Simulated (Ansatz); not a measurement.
# GaPNH (singlet): wave-function methods side by side at a displaced geometry (v1), cc-pVDZ

One table from this session's results is given with a row withheld; the runs are named, their logs left out.

Computed with Ansatz 0.2.0, Gaussian basis. Level: cc-pVDZ, core rule «outside noble gas», up to 20 orbitals frozen.

The runs, in order: UHF; CCSD(T) on RHF; CCSD(T) on UHF; BCCD(T) on RHF; CISD; CCSDT(Q) on RHF; CCSDT(Q) on UHF.

30 further runs of the same task are left out: 2 for a known fault of the program, 15 that didn't finish, 13 set aside as unsound or not needed. Runs told in other sessions of the task aren't counted.

## The geometry

The geometry is a PBE0/def2-TZVP stationary point (not a proven minimum) with its atoms shifted at random (size 0.040 Å). No spin-orbit coupling is included. The filled d shell of Ga may be among the frozen orbitals whatever the setting's name suggests.

4 atoms, charge 0, spin multiplicity 1.

Atoms are counted from 1 here; the program's logs count them from 0.

Bond lengths: N1–Ga2 1.771 Å, Ga2–P3 2.215 Å, P3–H4 1.369 Å. Angles: N1–Ga2–P3 178.6°, Ga2–P3–H4 89.0°.

The first run:

Contents of in.yaml:

```yaml
crystal:
  periodic: [false, false, false]
  atoms:
    - {symbol: N, position_ang: [0.002337, -0.304819, 2.432908]}
    - {symbol: Ga, position_ang: [0.001504, -0.339560, 0.662376]}
    - {symbol: P, position_ang: [0.049468, -0.360441, -1.551960]}
    - {symbol: H, position_ang: [-0.053309, 1.004820, -1.543325]}
basis:
  gaussian: {orbitals: cc-pVDZ}
magnetization: {spin_polarized: true, initial_magnetization: 0}
hamiltonian: {xc: hf}
output: {orbitals: {seedname: orbitals}}
```

The run is started by

```sh
$ ansatz run in.yaml --threads 1 --pin off --events-out ev --progress --plain --max-ram 2393MiB
```

Steps of the session up to this table: UHF; CCSD(T) on RHF; CCSD(T) on UHF; BCCD(T) on RHF; CISD; CCSDT(Q) on RHF; CCSDT(Q) on UHF.

One of the session's tables, all rows but one given; the rest of the session is left out.

| method | from RCCSDT(Q) (meV) |
| --- | --- |
| RHF | +11916.3 |
| RMP2 | +3869.2 |
| UMP2 | +2388.7 |
| RCCSD | +2076.8 |
| UCCSD | +1447.1 |
| RCCSD(T) | +654.0 |
| UCCSD(T) | +973.1 |
| BCCD(T) | +1055.6 |
| RCCSDT | ? |
| UCCSDT | +799.5 |
| RCCSDT(Q) | 0 |
| UCCSDT(Q) | +628.0 |

**Question.** Estimate the row for RCCSDT.

**Answer.** from RCCSDT(Q) (meV): +1034.6. In the column «from RCCSDT(Q) (meV)» it lies between UCCSD(T) (+973.1) and BCCD(T) (+1055.6).

Not comparable, so not listed: CISD (they don't share determinant, frozen orbitals or solution with the rows shown, or repeat one).

Caveats from the session: The determinant of CCSD(T) (⟨S²⟩ 1.04) is far from a pure spin state, so its energy mixes those of several spin states; high orders of coupled cluster remove much of that, low ones don't. The determinant of CCSDT(Q) (⟨S²⟩ 1.04) is far from a pure spin state, so its energy mixes those of several spin states; high orders of coupled cluster remove much of that, low ones don't. Left out of the table: UHF (another determinant or state than the rows shown). The program flags RCCSD(T), UCCSD(T), BCCD(T), RCCSDT(Q), UCCSDT(Q) as in doubt, so the zero of the table is itself unsure. Warnings: restricted reference is unstable; spin contamination; coupled cluster took another determinant than the lowest; large T1 diagnostic. Restricted and unrestricted rows rest on different reference determinants; a gap between their highest levels can come from leftover correlation error, from unlike frozen cores or from another state.
